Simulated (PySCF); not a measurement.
# RuF₃⁺: structure of the quintet

The task is one start of a wider search on RuF₃⁺: the quintet, from a trigonal pyramidal start. It is relaxed, tested by its Hessian and followed downhill if it is a saddle.

Computed with PySCF 2.14.0. Level: PBE0, basis Ru def2-TZVP with ECP28, F def2-TZVP, scalar-relativistic core potentials, no spin–orbit coupling, density fitting.

### 1 Starting geometry

4 atoms, charge 1, spin multiplicity 5.

Bond lengths: Ru1–F2 1.852 Å, Ru1–F3 1.852 Å, Ru1–F4 1.852 Å. Angles: F2–Ru1–F3 99.8°, F2–Ru1–F4 99.8°, F3–Ru1–F4 99.8°.

Z-matrix (Å, degrees; charge 1 multiplicity 5):
```
Ru
F  1 1.8522
F  1 1.8522 2 99.75
F  1 1.8522 2 99.75 3 -101.77
```

### 2 First SCF at the start

The steps below are one call of a driver around PySCF. For each, scf.py gives the equivalent set-up of the SCF; relaxations use the driver's own optimiser. After this first run the driver tries any further starts and a stability analysis.

scf.py reads:

```python
from pyscf import gto, scf, dft
mol = gto.M(atom='''
Ru     0.000000     0.000000     0.000000
F      1.635400     0.000000     0.869600
F     -0.817700     1.416300     0.869600
F     -0.817700    -1.416300     0.869600''',
    basis={'Ru': 'def2-TZVP', 'F': 'def2-TZVP'},
    ecp={'Ru': 'def2-TZVP'},
    charge=1, spin=4)
mf = dft.UKS(mol, xc='PBE0')
mf.grids.atom_grid = (50, 194)
aux = {'Ru': 'def2-universal-JKFIT', 'F': 'def2-universal-JKFIT'}
mf = mf.density_fit(auxbasis=aux)
mf.conv_tol = 1e-08
mf.diis_space = 10
mf.max_cycle = 60
mf.init_guess = 'minao'
mf.verbose = 4
mf.kernel()
```

On the command line:

```console
$ OMP_NUM_THREADS=4 python axn.py task.json out
```

Standard output:

```text
init E= -386.298798559976
[... the frontier-level lines of each cycle are left out ...]
cycle= 1 E= -393.717329216361  delta_E= -7.42  |g|= 0.585  |ddm|= 2.92
cycle= 2 E= -391.979378037389  delta_E= 1.74  |g|= 2.33  |ddm|= 1.23
cycle= 3 E= -393.816739760389  delta_E= -1.84  |g|= 0.254  |ddm|= 1.01
cycle= 4 E= -393.824912667302  delta_E= -0.00817  |g|= 0.202  |ddm|= 0.222
cycle= 5 E= -393.836615932599  delta_E= -0.0117  |g|= 0.0796  |ddm|= 0.123
cycle= 6 E= -393.839131794617  delta_E= -0.00252  |g|= 0.0147  |ddm|= 0.049
cycle= 7 E= -393.839285869053  delta_E= -0.000154  |g|= 0.00441  |ddm|= 0.0157
cycle= 8 E= -393.83932513539  delta_E= -3.93e-05  |g|= 0.00205  |ddm|= 0.00965
cycle= 9 E= -393.839339718978  delta_E= -1.46e-05  |g|= 0.00116  |ddm|= 0.00852
cycle= 10 E= -393.839341191839  delta_E= -1.47e-06  |g|= 0.000205  |ddm|= 0.00243
cycle= 11 E= -393.839341255813  delta_E= -6.4e-08  |g|= 0.000164  |ddm|= 0.000563
cycle= 12 E= -393.839341269027  delta_E= -1.32e-08  |g|= 2.13e-05  |ddm|= 0.000136
cycle= 13 E= -393.839341270089  delta_E= -1.06e-09  |g|= 9.05e-06  |ddm|= 6.82e-05
Extra cycle  E= -393.839341269962  delta_E= 1.27e-10  |g|= 2.35e-05  |ddm|= 1.63e-05
converged SCF energy = -393.839341269962  <S^2> = 6.022312  2S+1 = 5.0089168
```

This step, with its further starts and checks, needed 23 s of wall time on 4 threads of Arm Neoverse V1, shared host.

The starts that the driver tried:

```csv
start,energy (Eh)
the minimal-basis guess,-393.839341
a thermally smeared density,-393.839341
a smeared PBE density,-393.839341
```

No lower solution of this spin turned up from the other starts or in the test of internal stability.

### 3 Relaxation: trigonal pyramidal start, quintet

The program finds C3v symmetry in the start, which this walk keeps.

scf.py, as its differences from that of step 2:

```diff
@@ -3,4 +3,4 @@
-Ru     0.000000     0.000000     0.000000
-F      1.635400     0.000000     0.869600
-F     -0.817700     1.416300     0.869600
-F     -0.817700    -1.416300     0.869600''',
+Ru    -0.000000     0.000000    -0.311914
+F      1.635401    -0.000000     0.557686
+F     -0.817701     1.416299     0.557686
+F     -0.817701    -1.416299     0.557686''',
@@ -17 +16,0 @@
-mf.init_guess = 'minao'
```

The optimiser's trace:

```csv
step,energy (Eh),change (kJ/mol),largest symmetric gradient (Eh/bohr)
0,-393.839341,0.00,0.06583
1,-393.851213,-31.17,0.01650
2,-393.857645,-48.06,0.02076
3,-393.861308,-57.67,0.02358
4,-393.863699,-63.95,0.01017
5,-393.864884,-67.06,0.00358
6,-393.865121,-67.68,0.00294
7,-393.865215,-67.93,0.00082
8,-393.865227,-67.96,0.00028
9,-393.865227,-67.96,0.00003
```

The walk took 32 s.

Positions (Å) and forces (eV/Å) along the way, with the part that breaks the symmetry left in:

```
step 0
Ru   0.000   0.000  -0.312  -1.384   0.000   3.385
F    1.635   0.000   0.558   0.294   0.000  -0.639
F   -0.818   1.416   0.558   0.545  -1.782  -1.373
F   -0.818  -1.416   0.558   0.545   1.782  -1.373
step 1
Ru   0.000   0.000  -0.187  -1.211   0.000   0.848
F    1.653   0.000   0.516   1.789   0.000   0.033
F   -0.827   1.432   0.516  -0.289  -0.724  -0.440
F   -0.827  -1.432   0.516  -0.289   0.724  -0.440
step 5
Ru   0.000   0.000   0.230   0.130   0.000   0.184
F    1.793   0.000   0.377   0.821   0.000  -0.084
F   -0.896   1.553   0.377  -0.475  -0.843  -0.050
F   -0.896  -1.553   0.377  -0.475   0.843  -0.050
step 9
Ru   0.000   0.000   0.340   0.177   0.000   0.001
F    1.797   0.000   0.340   0.844   0.000  -0.001
F   -0.899   1.556   0.340  -0.511  -0.779   0.000
F   -0.899  -1.556   0.340  -0.511   0.779   0.000
```

End point (D3h, 9 steps, 68.0 kJ/mol gained): Ru–F 1.797 Å (×3); F–Ru–F 120.0° (×3). A gradient of 0.0164 Eh/bohr that breaks the symmetry is left: this electronic state wants a lower symmetry.

### 4 Relaxing without the symmetry constraint

The geometry is nudged along the force that breaks the symmetry.

The program finds C2v symmetry in the start, which may break.

scf.py, as its differences from that of step 3:

```diff
@@ -3,4 +3,4 @@
-Ru    -0.000000     0.000000    -0.311914
-F      1.635401    -0.000000     0.557686
-F     -0.817701     1.416299     0.557686
-F     -0.817701    -1.416299     0.557686''',
+Ru     0.008464     0.000000    -0.000000
+F      1.841875     0.000001    -0.000026
+F     -0.943639     1.506411     0.000014
+F     -0.943638    -1.506412     0.000013''',
```

The optimiser's trace:

```csv
step,energy (Eh),change (kJ/mol),largest gradient (Eh/bohr)
0,-393.869909,0.00,0.03061
1,-393.875617,-14.99,0.01140
2,-393.879955,-26.38,0.02512
3,-393.880536,-27.90,0.00362
4,-393.880611,-28.10,0.00042
5,-393.880607,-28.09,0.00063
6,-393.880614,-28.11,0.00046
7,-393.880612,-28.10,0.00041
8,-393.880613,-28.11,0.00001
```

The walk took 28 s.

It settles in C2v symmetry, 28.1 kJ/mol below the start, after 8 steps: Ru–F 1.775 Å (×2), Ru–F 1.810 Å; F–Ru–F 94.7°, F–Ru–F 132.6° (×2).

### 5 Hessian and properties

The point is checked on the finer grid, and tightened if its gradient asks for it. The Hessian and the dipole derivatives come from central differences of analytic gradients, with steps of 0.02 bohr.

scf.py, as its differences from that of step 4:

```diff
@@ -3,4 +3,4 @@
-Ru     0.008464     0.000000    -0.000000
-F      1.841875     0.000001    -0.000026
-F     -0.943639     1.506411     0.000014
-F     -0.943638    -1.506412     0.000013''',
+Ru     0.069392    -0.000000    -0.000001
+F      1.879968    -0.000002    -0.000030
+F     -1.129557     1.308633     0.000018
+F     -1.129559    -1.308631     0.000018''',
@@ -11 +11 @@
-mf.grids.atom_grid = (50, 194)
+mf.grids.atom_grid = (75, 302)
@@ -14 +14 @@
-mf.conv_tol = 1e-08
+mf.conv_tol = 1e-10
```

This SCF starts from the last density.

Log of the central SCF (cycles and frontier levels):

```text
init E= -393.880309921846
[... the frontier-level lines of each cycle are left out ...]
cycle= 1 E= -393.880309921822  delta_E= 2.46e-11  |g|= 9e-06  |ddm|= 5.63e-06
Extra cycle  E= -393.880309921597  delta_E= 2.25e-10  |g|= 2.73e-05  |ddm|= 1.61e-05
converged SCF energy = -393.880309921597  <S^2> = 6.0126407  2S+1 = 5.0050537
```

The whole step took 76 s.

Geometry: C2v; Ru–F 1.775 Å (×2), Ru–F 1.811 Å; F–Ru–F 95.0°, F–Ru–F 132.5° (×2).

Modes, for the most abundant isotopes:

| symmetry | ω (cm⁻¹) | IR (km/mol) | μ (u) |
| --- | --- | --- | --- |
| b2 | 180i | 13.1 | 22.14 |
| b1 | 135 | 26.3 | 26.69 |
| a1 | 245 | 2.0 | 20.55 |
| a1 | 722 | 21.8 | 19.44 |
| b2 | 765 | 81.5 | 22.29 |
| a1 | 812 | 117 | 23.56 |

With 1 mode imaginary (up to 180i cm⁻¹) this point is a saddle.

Properties at this point:

- Dipole moment about the centre of mass: 0.48 D
- Highest occupied level: -16.38 eV
- Lowest empty level: -13.05 eV
- Rotational constants: 0.2591, 0.1452, 0.09304 cm⁻¹
- Zero-point energy (real modes): 16.0 kJ/mol
- Principal polarisabilities: 16.9, 31.0, 41.0 bohr³
- Principal traceless quadrupole moments about the centre of mass: -4.01, 0.18, 3.82 D Å
- Spin squared ⟨S²⟩: 6.013

Charges (e) and bond orders:

| atom | Mulliken | Löwdin | polar tensor | spin (Mulliken) | Mayer order to Ru1 |
| --- | --- | --- | --- | --- | --- |
| Ru1 | 1.80 | 1.28 | 2.25 | 3.24 | – |
| F2 | -0.32 | -0.14 | -0.48 | 0.25 | 0.99 |
| F3,4 | -0.24 | -0.07 | -0.38 | 0.25 | 1.07 |

Mulliken populations on Ru1 (outside its core potential): s 2.27, p 6.18, d 5.72, f 0.03.

### 6 Leaving the saddle point

The start is the last point, displaced along its most imaginary mode.

The program finds Cs symmetry in the start, which this walk keeps.

scf.py, as its differences from that of step 5:

```diff
@@ -3,4 +3,4 @@
-Ru     0.069392    -0.000000    -0.000001
-F      1.879968    -0.000002    -0.000030
-F     -1.129557     1.308633     0.000018
-F     -1.129559    -1.308631     0.000018''',
+Ru     0.070222    -0.030334    -0.000001
+F      1.880798     0.119998    -0.000030
+F     -1.065275     1.329985     0.000017
+F     -1.192180    -1.287279     0.000019''',
@@ -11 +11 @@
-mf.grids.atom_grid = (75, 302)
+mf.grids.atom_grid = (50, 194)
@@ -14 +14 @@
-mf.conv_tol = 1e-10
+mf.conv_tol = 1e-08
```

The optimiser's trace:

```csv
step,energy (Eh),change (kJ/mol),largest symmetric gradient (Eh/bohr)
0,-393.881597,0.00,0.00575
1,-393.882183,-1.54,0.00712
2,-393.887130,-14.53,0.02167
3,-393.887443,-15.35,0.01283
4,-393.887586,-15.72,0.00593
5,-393.887793,-16.27,0.00396
6,-393.887839,-16.39,0.00087
7,-393.887840,-16.39,0.00038
8,-393.887839,-16.39,0.00019
```

The walk needed 29 s of wall time on 4 threads of Arm Neoverse V1, shared host.

Positions (Å) and forces (eV/Å) along the way:

```
step 0
Ru   0.070  -0.030   0.000   0.174  -0.273   0.000
F    1.881   0.120   0.000  -0.296   0.207   0.000
F   -1.065   1.330   0.000   0.169   0.023   0.000
F   -1.192  -1.287   0.000  -0.047   0.043   0.000
step 1
Ru   0.071  -0.046   0.000  -0.003  -0.365   0.000
F    1.868   0.140   0.000  -0.007   0.276   0.000
F   -1.042   1.330   0.000   0.137   0.097   0.000
F   -1.203  -1.292   0.000  -0.127  -0.007   0.000
step 4
Ru   0.060  -0.225   0.000   0.045  -0.126   0.000
F    1.742   0.384   0.000   0.281  -0.002   0.000
F   -0.772   1.320   0.000  -0.212   0.304   0.000
F   -1.337  -1.347   0.000  -0.114  -0.176   0.000
step 8
Ru   0.053  -0.207   0.000   0.011  -0.001   0.000
F    1.758   0.360   0.000  -0.003   0.005   0.000
F   -0.794   1.340   0.000  -0.009   0.000   0.000
F   -1.324  -1.361   0.000   0.001  -0.004   0.000
```

It settles in C2v symmetry, 16.4 kJ/mol below the start, after 8 steps: Ru–F 1.764 Å, Ru–F 1.796 Å (×2); F–Ru–F 100.3°, F–Ru–F 101.3°, F–Ru–F 158.5°.

### 7 Is it a minimum? Harmonic modes

The same treatment as at the point before.

scf.py, as its differences from that of step 6:

```diff
@@ -3,4 +3,4 @@
-Ru     0.070222    -0.030334    -0.000001
-F      1.880798     0.119998    -0.000030
-F     -1.065275     1.329985     0.000017
-F     -1.192180    -1.287279     0.000019''',
+Ru     0.064468    -0.116120    -0.000001
+F      1.768826     0.450893    -0.000028
+F     -0.792004     1.426573     0.000013
+F     -1.318034    -1.262868     0.000021''',
@@ -11 +11 @@
-mf.grids.atom_grid = (50, 194)
+mf.grids.atom_grid = (75, 302)
@@ -14 +14 @@
-mf.conv_tol = 1e-08
+mf.conv_tol = 1e-10
```

SCF at the final geometry:

```text
init E= -393.887764207909
[... the frontier-level lines of each cycle are left out ...]
cycle= 1 E= -393.887764207796  delta_E= 1.14e-10  |g|= 1.95e-05  |ddm|= 1.28e-05
cycle= 2 E= -393.887764206786  delta_E= 1.01e-09  |g|= 5.8e-05  |ddm|= 3.58e-05
cycle= 3 E= -393.887764207925  delta_E= -1.14e-09  |g|= 2.91e-06  |ddm|= 2.65e-05
cycle= 4 E= -393.887764207927  delta_E= -2.84e-12  |g|= 5.52e-07  |ddm|= 1.39e-06
Extra cycle  E= -393.887764207926  delta_E= 1.14e-12  |g|= 1.35e-06  |ddm|= 9.49e-07
converged SCF energy = -393.887764207926  <S^2> = 6.0110246  2S+1 = 5.0044079
```

The whole step took 73 s.

Geometry: C2v; Ru–F 1.764 Å, Ru–F 1.796 Å (×2); F–Ru–F 100.6° (×2), F–Ru–F 158.7°.

Modes, for the most abundant isotopes:

```csv
symmetry,ω (cm⁻¹),IR (km/mol),μ (u),type
b1,128,27.7,25.96,bend
a1,187,12.9,22.40,bend
b2,193,1.0,20.23,bend
a1,734,15.4,19.37,stretch
a1,783,49.0,21.61,stretch
b2,796,186,24.45,stretch
```

No imaginary mode, so this is a minimum.

Constants and moments:

| Quantity | Value |
| --- | --- |
| Dipole moment about the centre of mass | 1.59 D |
| Highest occupied level | -16.77 eV |
| Lowest empty level | -13.07 eV |
| Rotational constants | 0.2783, 0.1424, 0.09418 cm⁻¹ |
| Zero-point energy | 16.9 kJ/mol |
| Principal polarisabilities | 16.5, 29.1, 42.5 bohr³ |
| Principal traceless quadrupole moments about the centre of mass | -5.83, 1.95, 3.88 D Å |
| Entropy at 298.15 K and 1 bar (electronic part: spin only) | 320.7 J/(mol K) |
| Heat capacity Cp at 298.15 K | 65.6 J/(mol K) |
| Enthalpy at 298.15 K above 0 K | 15.42 kJ/mol |
| Rotational symmetry number | 2 |
| Spin squared ⟨S²⟩ | 6.011 |

Populations by atom (charges in e):

| atom | Mulliken | Löwdin | polar tensor | spin (Mulliken) | Mayer order to Ru1 |
| --- | --- | --- | --- | --- | --- |
| Ru1 | 1.80 | 1.29 | 2.32 | 3.18 | – |
| F2,4 | -0.29 | -0.12 | -0.49 | 0.26 | 0.99 |
| F3 | -0.22 | -0.04 | -0.34 | 0.29 | 1.14 |

Outer orbital energies (eV). α occupied: -20.26, -20.20, -19.97, -19.44, -18.61, -18.57, -17.55, -16.77; empty: -11.86, -6.78, -6.04, -3.97. β occupied: -21.45, -21.31, -20.12, -20.10, -19.53, -19.02, -18.96, -18.77; empty: -13.07, -12.93, -12.38, -11.71.

Mulliken populations on Ru1 (outside its core potential): s 2.24, p 6.20, d 5.73, f 0.03.

### 8 The points found, side by side

| spin | group | bonds | imaginary modes (cm⁻¹) | ΔE (kJ/mol) | with zero-point energy |
| --- | --- | --- | --- | --- | --- |
| quintet | C2v | Ru–F 1.764 Å, Ru–F 1.796 Å (×2) | none | 0.0 | 0.0 |
| quintet | C2v | Ru–F 1.775 Å (×2), Ru–F 1.811 Å | 180i | 19.6 | – |

### 9 Outcome

```
                                          quantity                                                               value
                                           minimum                                                        quintet, C2v
                                          geometry  Ru–F 1.764 Å, Ru–F 1.796 Å (×2); F–Ru–F 100.6° (×2), F–Ru–F 158.7°
                                wavenumbers (cm⁻¹)          128 (b1), 187 (a1), 193 (b2), 734 (a1), 783 (a1), 796 (b2)
                    dipole moment (centre of mass)                                                              1.59 D
highest occupied, lowest empty level (either spin)                                                   -16.77, -13.07 eV
                        polar-tensor charge of Ru1                                                             +2.32 e
                                 zero-point energy                                                         16.9 kJ/mol
                               entropy at 298.15 K                                                     320.7 J/(mol K)
                                              ⟨S²⟩                                                               6.011
```

**Reading.** The trigonal pyramidal start (C3v) ends in a minimum of C2v symmetry, after a stop at a saddle point 19.6 kJ/mol higher, from which it was pushed off along an imaginary mode. The strongest infrared band lies at 796 cm⁻¹ (b2, stretch). Most of the spin sits on Ru1 (Mulliken spin 3.18, against 4 for the whole molecule). Other starts or spin states, not run here, may lie lower. One determinant may miss the lowest occupation of an open d or f shell.

The search up to here took 4.3 min.
